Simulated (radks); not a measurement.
# S⁹⁺ in [He] 2s1.5 2p3 3s0.5: an all-electron calculation

An exercise on one series of results from a longer session: the logs are not shown, and one member is left open.

The numbers are computed with radks (a radial shooting solver on a logarithmic mesh, Libxc functionals) version 1 (non-relativistic Kohn-Sham, r2SCAN, spin-unpolarised, spherical densities, point nucleus), except any that are marked as measured or tabulated.

### The atom as given

```
element       : sulfur (Z = 16)
charge        : +9
electrons     : 7
configuration : [He] 2s1.5 2p3 3s0.5
```

Set-up of the first run:

The run's settings:

```text
Z 16
configuration [He] 2s1.5 2p3 3s0.5
relativity non-relativistic
functional r2scan,r2scan
spin unpolarised
nucleus point
```

One table of the session follows, with a row left open; its other results are not shown here.

It belongs to the step «Orbitals and density». From the orbitals of this run (lengths in bohr):

```
level      <r>  outermost maximum (interpolated)  90 % within  nodes
   1s  0.09692                            0.0637        0.173      0
   2s   0.4383                             0.370        0.675      1
   2p   0.3887                             0.302        0.632      0
   3s        ?                                 ?            ?      ?
```

**Question.** Estimate the row for 3s.

As computed: <r>: 1.129; outermost maximum (interpolated): 1.06; 90 % within: 1.63; nodes: 2. In the column «<r>» it is the highest.
